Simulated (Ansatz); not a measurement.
# Cl2F3H2W: the cost of one run

Method: UKS PBE/def2-SVP, in Ansatz 0.2.0.

## 1. The system as given

Bond lengths: W1–Cl2 2.640 Å, W1–Cl3 2.390 Å, W1–H4 1.720 Å, W1–F5 1.850 Å, W1–F6 1.850 Å, W1–F7 1.850 Å. Angles (14 of 15 angles, heavy atoms first): Cl2–W1–Cl3 90.0°, Cl2–W1–F5 90.0°, Cl2–W1–F6 90.0°, Cl2–W1–F7 180.0°, Cl3–W1–F5 180.0°, Cl3–W1–F6 90.0°, Cl3–W1–F7 90.0°, F5–W1–F6 90.0°, F5–W1–F7 90.0°, F6–W1–F7 90.0°, Cl2–W1–H4 90.0°, Cl3–W1–H4 90.0°, H4–W1–F5 90.0°, H4–W1–F6 180.0°.

Structure file:

```xyz
8

W     0.0000    0.0000    0.0000
Cl    0.0000    0.0000    2.6400
Cl    2.3900    0.0000    0.0000
H     0.0000    1.7200    0.0000
F    -1.8500    0.0000    0.0000
F     0.0000   -1.8500    0.0000
F     0.0000    0.0000   -1.8500
H     0.0000    0.0000    4.3100
```

## 2. Pulling towards end A

Springs on the bonds that form and break draw the guess towards this end; the thresholds are loose.

The input, input.yaml:

```yaml
crystal:
  periodic: [false, false, false]
  atoms:
    - { symbol: W, position_ang: [0.0, 0.0, 0.0] }
    - { symbol: Cl, position_ang: [0.0, 0.0, 2.64] }
    - { symbol: Cl, position_ang: [2.39, 0.0, 0.0] }
    - { symbol: H, position_ang: [0.0, 1.72, 0.0] }
    - { symbol: F, position_ang: [-1.85, 0.0, 0.0] }
    - { symbol: F, position_ang: [0.0, -1.85, 0.0] }
    - { symbol: F, position_ang: [0.0, 0.0, -1.85] }
    - { symbol: H, position_ang: [0.0, 0.0, 4.31] }
magnetization:
  spin_polarized: true
  initial_magnetization: 1
basis:
  gaussian: { orbitals: def2-SVP }
hamiltonian:
  xc: pbe
relax:
  f_tol: 0.15
  max_steps: 25
  restrain:
    - { distance: [1, 7], at: 2.57, k: 30.0 }
    - { distance: [0, 1], at: 2.39, k: 30.0 }
```

On the command line:

```console
$ ansatz run input.yaml --threads 4 --pin off --max-ram 5120MiB --backend cpu --events-out ev --progress --plain --runs-dir out
```

Q: Estimate wall time and peak memory on 4 threads of Arm Neoverse V2, shared host.

About 47 s, with a peak of 0.33 GiB.
